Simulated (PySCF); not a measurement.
# C4H12OSi2: electronic excitations

What electronic excitations should C4H12OSi2 (`[SiH3]C[C@H]1CC[SiH2]O1`) show?

Programs: PySCF 2.14.0, with density-fitted response routines of our own. Each step states its level of theory. These are calculated values for one molecule in the gas phase, unless marked as measured. Atoms count from 0, in the outputs and in this text.

## Step 1: Starting geometry

19 atoms, charge 0, multiplicity 1; geometry from: GFN2-xTB.

Bonds of the start (Å): Si0–C1 1.91, C1–C2 1.52, C2–C3 1.53, C3–C4 1.53, C4–Si5 1.91, Si5–O6 1.63, O6–C2 1.42, Si0–H7 1.47, Si0–H8 1.46, Si0–H9 1.46, C1–H10 1.09, C1–H11 1.09, C2–H12 1.10, C3–H13 1.09, C3–H14 1.09, C4–H15 1.09, C4–H16 1.09, Si5–H17 1.46, Si5–H18 1.46.

## Step 2: TDDFT and polarisability: wB97X-D/def2-SVPD

Job settings and geometry (Å):

```
{"job": {"kind": "uv", "xc": "wB97X-D", "basis": "def2-SVPD", "nstates": 8, "ntriplets": 3}, "charge": 0, "multiplicity": 1}
Si     2.543700     0.452086    -0.833901
C      1.558952    -0.165237     0.676773
C      0.178424    -0.550972     0.182710
C     -0.947619    -0.429084     1.211087
C     -2.263270    -0.317586     0.441318
Si    -1.710682     0.651859    -1.104891
O     -0.128142     0.299507    -0.916560
H      3.958225     0.477446    -0.428862
H      2.398700    -0.490475    -1.941034
H      2.146177     1.805433    -1.209398
H      1.478409     0.633464     1.415035
H      2.034065    -1.012047     1.168678
H      0.204003    -1.577510    -0.208986
H     -0.788061     0.486107     1.786381
H     -0.929225    -1.274819     1.900274
H     -2.625399    -1.309938     0.170412
H     -3.034925     0.152826     1.045643
H     -1.885389     2.097832    -1.005247
H     -2.197748     0.080359    -2.356892
```

Level: TDDFT wB97X-D/def2-SVPD, vertical, gas phase, core orbitals frozen in the response.

The run is started by

```sh
OMP_NUM_THREADS=1 python probes_run.py task.json out
```

The driver reads the jobs from task.json and runs them one after another.

Predict these results of the whole session: lowest singlet (wB97X-D/def2-SVPD); brightest single state of those computed; lowest triplet.

The runs gave:

| quantity | value |
| --- | --- |
| lowest singlet (wB97X-D/def2-SVPD) | 7.29 eV (170 nm), f = 0.006 |
| brightest single state of those computed | state 5, 8.30 eV, f = 0.047 |
| lowest triplet | 7.05 eV |

What this shows: The lowest singlet, at 7.29 eV, is HOMO→LUMO 0.76 and is weak; of the 8 states computed, the strongest absorption comes from state 5 at 8.30 eV. The lowest triplet lies 0.24 eV below the lowest singlet (triplets in Tamm-Dancoff, singlets in full TDDFT).
